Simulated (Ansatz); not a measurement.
**C2H12BNSi2: a ladder of functionals and wavefunction methods**

The task here is to estimate one member of a computed series from the others.

The runs use Ansatz 0.2.0, Gaussian basis; functionals in def2-TZVPP, the program's frozen cores in correlated methods.

Levels to be run: LDA (SPW92), PBE-D4, revPBE-D4, BLYP-D4, r2SCAN-D4, B97M-V, PBE0-D4, B3LYP-D4, r2SCANh-D4, r2SCAN0-D4, HSE06-D4, BHLYP-D4, CAM-B3LYP-D4, LC-ωPBE, ωB97X-V, ωB97M-V, B2PLYP, PBE-QIDH; CCSD(T)/def2-SVP; MP2/def2-TZVPP; RPA on PBE.

1 further run of the same task is left out (it didn't finish).

## Structure used throughout

All runs share one geometry, relaxed beforehand with PBE0-D4 in a triple-zeta def2 set.

SMILES `BN(CC)[SiH2][SiH3]`, 18 atoms, charge 0, spin multiplicity 1.

Atoms are counted from 1 here; the program's logs count them from 0.

Bond lengths: B1–N2 1.395 Å, B1–H7 1.200 Å, B1–H8 1.198 Å, N2–C3 1.466 Å, N2–Si5 1.756 Å, C3–C4 1.516 Å, C3–H9 1.097 Å, C3–H10 1.092 Å, C4–H11 1.092 Å, C4–H12 1.093 Å, C4–H13 1.092 Å, Si5–Si6 2.345 Å, Si5–H14 1.483 Å, Si5–H15 1.491 Å, Si6–H16 1.489 Å, Si6–H17 1.489 Å, Si6–H18 1.488 Å. Angles: N2–B1–H7 119.2°, N2–B1–H8 119.4°, H7–B1–H8 121.4°, B1–N2–C3 121.2°, B1–N2–Si5 122.0°, C3–N2–Si5 116.7°, N2–C3–C4 112.4°, N2–C3–H9 109.4°, N2–C3–H10 108.3°, C4–C3–H9 109.8°, C4–C3–H10 110.1°, H9–C3–H10 106.6°, C3–C4–H11 110.3°, C3–C4–H12 110.6°, C3–C4–H13 111.2°, H11–C4–H12 108.4°, H11–C4–H13 108.1°, H12–C4–H13 108.1° and more.

Set-up of the first run:

File in.yaml:

```yaml
crystal:
  periodic: [false, false, false]
  atoms:
    - {symbol: B, position_ang: [-1.340298, -0.985406, -1.313502]}
    - {symbol: N, position_ang: [-0.392165, -0.456314, -0.436928]}
    - {symbol: C, position_ang: [1.001354, -0.264721, -0.850736]}
    - {symbol: C, position_ang: [1.872987, -1.457737, -0.510679]}
    - {symbol: Si, position_ang: [-0.813449, 0.068055, 1.184922]}
    - {symbol: Si, position_ang: [-0.913322, 2.408728, 1.291168]}
    - {symbol: H, position_ang: [-1.010712, -1.266760, -2.432661]}
    - {symbol: H, position_ang: [-2.465955, -1.143683, -0.936225]}
    - {symbol: H, position_ang: [1.402499, 0.637579, -0.373418]}
    - {symbol: H, position_ang: [1.017961, -0.082566, -1.927813]}
    - {symbol: H, position_ang: [1.513845, -2.349697, -1.028513]}
    - {symbol: H, position_ang: [2.907255, -1.277061, -0.813057]}
    - {symbol: H, position_ang: [1.863442, -1.661060, 0.562494]}
    - {symbol: H, position_ang: [-2.116134, -0.532668, 1.560204]}
    - {symbol: H, position_ang: [0.233204, -0.406360, 2.135050]}
    - {symbol: H, position_ang: [0.370243, 3.006931, 0.829744]}
    - {symbol: H, position_ang: [-1.160905, 2.854612, 2.689819]}
    - {symbol: H, position_ang: [-2.007453, 2.919330, 0.421930]}
basis:
  gaussian: {orbitals: def2-TZVPP}
hamiltonian: {xc: lda}
output: {orbitals: {seedname: orbitals}}
```

Launch:

```sh
> ansatz run in.yaml --threads 4 --pin off --events-out ev --progress --plain --max-ram 11315MiB
```

Steps of the session up to this table: LDA; PBE-D4 (GGA); revPBE-D4 (GGA); BLYP-D4 (GGA); r2SCAN-D4 (meta-GGA); B97M-V (meta-GGA); B3LYP-D4 (hybrid); r2SCANh-D4 (hybrid); r2SCAN0-D4 (hybrid); HSE06-D4 (hybrid); BHLYP-D4 (hybrid); CAM-B3LYP-D4 (range-separated); LC-ωPBE (range-separated); ωB97X-V (range-separated); ωB97M-V (range-separated); B2PLYP (double hybrid); PBE-QIDH (double hybrid).

One table of the session follows, with a row left open; its other results are not shown here.

It belongs to the step «Frontier levels by functional». 

| functional | HOMO (eV) | gap (eV) |
| --- | --- | --- |
| LDA (SPW92) | -6.54 | 5.06 |
| PBE-D4 | -6.42 | 5.18 |
| revPBE-D4 | -6.37 | 5.23 |
| BLYP-D4 | -6.27 | 5.19 |
| r2SCAN-D4 | -6.62 | 5.70 |
| B97M-V | -6.77 | 5.68 |
| PBE0-D4 | -7.53 | 7.22 |
| B3LYP-D4 | -7.33 | 6.82 |
| r2SCANh-D4 | ? | ? |
| r2SCAN0-D4 | -7.67 | 7.55 |
| HSE06-D4 | -7.14 | 6.45 |
| BHLYP-D4 | -8.55 | 9.21 |
| CAM-B3LYP-D4 | -8.81 | 9.57 |
| LC-ωPBE | -10.11 | 12.01 |
| ωB97X-V | -9.79 | 11.56 |
| ωB97M-V | -9.64 | 11.13 |

**Question.** Estimate the row for r2SCANh-D4.

Worked estimate for «HOMO (eV)». Against the share of exact exchange, r2SCAN-D4 (0, -6.62), r2SCAN0-D4 (0.25, -7.67) give a slope of -4.20 per unit share; at 0.1 the line stands at -7.04.

As computed: HOMO (eV): -7.04; gap (eV): 6.44. In «HOMO (eV)» the line misses by 0.00.
